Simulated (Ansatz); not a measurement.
Working through a G0W0 quasiparticle calculation of MgS, space group F-43m

With Ansatz 0.2.0, Python API.

The cells in order, each with its output:

```python
from dataclasses import dataclass
import warnings

import ansatz as az
from ase import Atoms


@dataclass
class Options:
    cutoff: int = 510
    filling: str = 'fixed'
```

```python
cfg = Options()
```

```python
warnings.simplefilter('ignore', az.DeckWarning)
```

```python
atoms = Atoms(
    ['Mg', 'S'],
    scaled_positions=[
        [0.0, 0.0, 0.0],
        [0.75, 0.75, 0.75],
    ],
    cell=[
        [0.0, 2.83312, 2.83312],
        [2.83312, 0.0, 2.83312],
        [2.83312, 2.83312, 0.0],
    ],
    pbc=True,
)
system = az.Crystal.from_ase(atoms)
```

```python
system.resolved().tree()['lattice']
```

    ((0.0, 2.83312, 2.83312), (2.83312, 0.0, 2.83312), (2.83312, 2.83312, 0.0))

```python
model = (
    system.calculation()
    .functional(az.Functional.PBESOL)
    .basis(cfg.cutoff)
    .kpoints(4)
    .occupations(cfg.filling)
    .gw(empty_bands=60, screening_cutoff=150, quasiparticle_bands=('v2', 'c2'))
)
events = []
done = model.session().plan().execute(on_event=events.append, runs_dir='gw_run')
gw = next(e['data'] for e in events if e['event'] == 'gw_qp')
top = gw['frontier_bands']['highest_filled_band']
for qp in gw['qp']:
    if qp['ik'] == 0:
        print('band', qp['band'], 'shift', round(qp['e_qp_ev'] - qp['eps_ks_ev'], 3), 'eV, Z =', round(qp['z'], 3))
for key, label in (('eps_ks_ev', 'Kohn-Sham'), ('e_qp_ev', 'G0W0')):
    filled = max(qp[key] for qp in gw['qp'] if qp['band'] <= top)
    empty = min(qp[key] for qp in gw['qp'] if qp['band'] > top)
    print(f'{label} gap on the mesh: {empty - filled:.3f} eV')
print('static dielectric eigenvalues (RPA, this mesh):', [round(e, 3) for e in gw['screening'][0]['eps_tensor_eigenvalues']])
```

    band 7 shift -0.942 eV, Z = 0.779
    band 8 shift -0.942 eV, Z = 0.779
    band 9 shift 0.613 eV, Z = 0.817
    band 10 shift 0.985 eV, Z = 0.808
    Kohn-Sham gap on the mesh: 3.277 eV
    G0W0 gap on the mesh: 4.832 eV
    static dielectric eigenvalues (RPA, this mesh): [4.254, 4.254, 4.254]

The k-point mesh is coarse, and energy and stress weren't tested for convergence. The structure comes from a database of computed cells and needn't be a stable or known phase. Mesh, empty bands and screening cutoff are small, so the quasiparticle gap isn't converged, and it is read on the mesh points alone. Spin-orbit coupling is left out, which matters for heavy elements. The whole script took 18 s on 1 thread of Arm Neoverse V2, on a shared host, peak memory 0.44 GiB.
